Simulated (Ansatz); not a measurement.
Working through a relaxation of the ions of KZrO₃, space group Pm-3m

Computed with Ansatz's Python interface.

The cells in order, each with its output:

```python
from collections import defaultdict

import ansatz as az
from ase import Atoms
from ase.io import write
import numpy as np
```

```python
cell = (
    az.Lattice.of((4.238285, 0.0, 0.0), (0.0, 4.238285, 0.0), (0.0, 0.0, 4.238285))
    .atom("K", (0.0, 0.0, 0.0))
    .atom("Zr", (0.5, 0.5, 0.5))
    .atom("O", (0.5, 0.5, 0.0))
    .atom("O", (0.5, 0.0, 0.5))
    .atom("O", (0.0, 0.5, 0.5))
)
```

```python
calculation = cell.calculation()
calculation = calculation.functional(az.Functional.PBESOL).basis(20 * az.Ry, xc_grid=3)
calculation = calculation.accuracy("medium").kpoints(length=21)
calculation = calculation.occupations(az.OccupationsMethod.FERMI_DIRAC, width=300 * az.meV)
calculation = calculation.mixing("msr1", ndim=12, beta=0.4).initial_density(normalization="atom")
calculation = calculation.scf(algorithm="direct_min")
calculation = calculation.relax(force_tolerance=0.001, max_steps=40, random_displacement=True, displacement_amplitude=0.03, displacement_seed=735).density_of_states(energy_step=0.1, projected=True)
steps = []
```

```python
def follow(event):
    if event["event"] != "relax_step":
        return
    row = event["data"]
    steps.append(row)
    print(f"step {row['step']:3d}  E = {row['lagrangian_ev']:.5f} eV  largest force component = {row['allowed_force_max_ev_ang']:.4f} eV/A")
```

```python
done = calculation.session().plan(threads=1).execute(on_event=follow)
r = done.report
```

    DeckWarning: basis.ecutwfc = 272.11386245988 eV is below the records' recommended 420 eV, and the density's cutoff is lower with it unless basis.ecutrho_ratio is high enough to keep the records' density cutoff: compare with a run at a higher cutoff
    step   1  E = -7328.99415 eV  largest force component = 0.1322 eV/A
    step   2  E = -7328.99533 eV  largest force component = 0.1102 eV/A
    step   3  E = -7328.99847 eV  largest force component = 0.0040 eV/A
    step   4  E = -7328.99847 eV  largest force component = 0.0040 eV/A
    step   5  E = -7328.99848 eV  largest force component = 0.0001 eV/A

```python
{key: value for key, value in r.items() if isinstance(value, (int, float)) and "ev" in key}
```

    {'n_hpsi_unsolved_levels': 581,
     'gap_by_band_count_ev': -0.5678585371384548,
     'fermi_energy_ev': 5.9744320189189795,
     'harris_foulkes_ev': -7328.99847552412,
     'scf_correction_max_component_ev_ang': 3.8396209477596405e-05,
     'free_energy_ev': -7328.998475524115,
     'internal_energy_ev': -7328.2477792637055,
     'lagrangian_ev': -7328.998475524115,
     'energy_sigma0_ev': -7328.62312739391,
     'lagrangian_sigma0_ev': -7328.62312739391,
     'lagrangian_above_aufbau_ev': -0.4331257355669156,
     'entropy_ts_ev': 0.7506962604094615,
     'loop_fermi_energy_ev': 5.9744320189189795,
     'occupations_fermi_energy_ev': 5.974432018746351}

```python
first, last = steps[0], steps[-1]
symbols = [site.symbol for site in done.lattice.sites]
print(f"energy gained {first['lagrangian_ev'] - last['lagrangian_ev']:.4f} eV in {len(steps) - 1} steps")
```

    energy gained 0.0043 eV in 4 steps

```python
relaxed = Atoms(symbols, positions=[site.position_ang for site in done.lattice.sites], cell=done.lattice.cell_ang, pbc=True)
write("relaxed.cif", relaxed, format="cif")
```

```python
print("atom   start x y z (A)              end x y z (A)")
for symbol, a, b in zip(symbols, first["positions_ang"], last["positions_ang"]):
    print(f"{symbol:3s}", " ".join(f"{v:8.4f}" for v in a), "  ", " ".join(f"{v:8.4f}" for v in b))
```

    atom   start x y z (A)              end x y z (A)
    K    -0.0166   0.0235  -0.0085     -0.0154   0.0056  -0.0093
    Zr    2.1004   2.1361   2.1353      2.1038   2.1248   2.1098
    O     2.1154   2.1038  -0.0255      2.1038   2.1248  -0.0094
    O     2.0921  -0.0120   2.1141      2.1038   0.0056   2.1098
    O    -0.0106   2.1341   2.0954     -0.0153   2.1248   2.1098

```python
energy = r["free_energy_ev"]
print("KZrO3: {:.6f} eV = {:.6f} Ry = {:.6f} Ha".format(energy, energy / 13.605693, energy / 27.211386))
print("Fermi level {:.4f} eV, {} k-points, {} symmetry operations".format(r["fermi_energy_ev"], r["n_kpoints"], r["n_symmetry_ops"]))
```

    KZrO3: -7328.998476 eV = -538.671457 Ry = -269.335729 Ha
    Fermi level 5.9744 eV, 63 k-points, 1 symmetry operations

```python
terms = r["components"]
{name: round(terms[name], 3) for name in ("e_kinetic", "e_hartree", "e_xc", "e_local", "e_nonlocal", "e_ewald", "e_paw") if name in terms}
```

    {'e_kinetic': 1120.502,
     'e_hartree': 784.216,
     'e_xc': -515.894,
     'e_local': -2323.758,
     'e_nonlocal': 221.485,
     'e_ewald': -2504.042,
     'e_paw': -4111.174}

```python
dos = done.density_of_states()
energy = np.asarray(dos.energies_ev) - dos.fermi_ev
projected = done.projected_density_of_states()
by_shell = defaultdict(float)
for site in projected.sites:
    for shell in site.shells:
        for part in shell.curves:
            by_shell[f"{site.species} {'spdf'[shell.l]}"] += np.sum(part.g_bin_mean_per_ev, axis=0)
print("E - E_F  " + " ".join(f"{name:>7s}" for name in by_shell))
for e in np.arange(-5, 5 + 0.1, 1.0):
    print(f"{e:7.1f}  " + " ".join(f"{np.interp(e, energy, curve):7.3f}" for curve in by_shell.values()))
```

    E - E_F      K s     K p    Zr s    Zr p    Zr d     O s     O p
       -5.0    0.000   0.000   0.000   0.000   0.000   0.000   0.000
       -4.0    0.000   0.000   0.000   0.000   0.000   0.000   0.000
       -3.0    0.039   0.013   0.092   0.015   0.551   0.011   2.190
       -2.0    0.013   0.037   0.038   0.089   0.940   0.041   5.866
       -1.0    0.013   0.018   0.010   0.006   0.070   0.021   4.237
        0.0    0.000   0.000   0.000   0.000   0.000   0.000   2.003
        1.0    0.000   0.000   0.000   0.000   0.000   0.000   0.000
        2.0    0.000   0.000   0.000   0.000   0.000   0.000   0.000
        3.0    0.000   0.000   0.000   0.000   0.000   0.000   0.000
        4.0    0.001   0.000   0.000   0.000   0.789   0.000   0.047
        5.0    0.017   0.001   0.003   0.000   1.729   0.002   0.354

It writes `relaxed.cif`:
```cif
data_image0
_chemical_formula_structural       KZrO3
_chemical_formula_sum              "K1 Zr1 O3"
_cell_length_a       4.238285
_cell_length_b       4.238285
_cell_length_c       4.238285
_cell_angle_alpha    90.0
_cell_angle_beta     90.0
_cell_angle_gamma    90.0

_space_group_name_H-M_alt    "P 1"
_space_group_IT_number       1

loop_
  _space_group_symop_operation_xyz
  'x, y, z'

loop_
  _atom_site_type_symbol
  _atom_site_label
  _atom_site_symmetry_multiplicity
  _atom_site_fract_x
  _atom_site_fract_y
  _atom_site_fract_z
  _atom_site_occupancy
  K   K1        1.0  0.9963750496514931  0.001331238075885791  0.9978082620473661  1.0000
  Zr  Zr1       1.0  0.4963763358799978  0.5013279247956822  0.4978041890563858  1.0000
  O   O1        1.0  0.49638084046598635  0.5013264691613508  0.9977906545178363  1.0000
  O   O2        1.0  0.49638149513510077  0.0013252162431407033  0.4977919806567113  1.0000
  O   O3        1.0  0.9963822339995206  0.5013257968362085  0.49779255264519134  1.0000
```

What to keep in mind:
- The settings weren't tested for convergence.
- The cutoff lies under the one recommended for these potentials.
- The cell holds an odd number of electrons and is run without spin, so a magnetic state may lie lower.
- The energy terms are those on the plane-wave grid, with the one-centre PAW part apart; the terms shown are only some of the summands, so they needn't add up to F.
- For a metal this k-point mesh is coarse: on a finer one energies can move by several to tens of meV an atom and pressures by half a GPa or more, differences at one mesh by less.
- The zero of the levels is a convention of the potentials, so an absolute Fermi energy is no work function.
- Projections exist only for the shells that the potentials hold, some of them semicore, and samples at single energies can miss narrow peaks.
- Energies along a relaxation are free energies. A last row that repeats the one before re-solves the same geometry more tightly.
- The first row is the displaced cell, and groups found at tight tolerances show what the force threshold leaves of the kick.
- The smearing is wide enough that free energy and stress hold a thermal part of the electrons.
- The empty d shell of the heavier alkali and alkaline-earth atoms, which makes much of a conduction band, may have no channel.
- A gap by band count of zero or less means overlapping bands, a metal, and at an odd count of electrons it is no gap at all.
- The structure comes from a database of computed cells and needn't be a stable or known phase.
- Gaps and levels are Kohn-Sham values on a finite set of k-points, without spin-orbit coupling.
- Warnings are shown shortened and without file and line.
- The computed bands are complete only to about 8.0 eV above the Fermi level; beyond that the density of states is undercounted.
- Hardware and time: 73 s on 1 thread of Arm Neoverse V1 (shared host), peak memory 0.6 GiB.
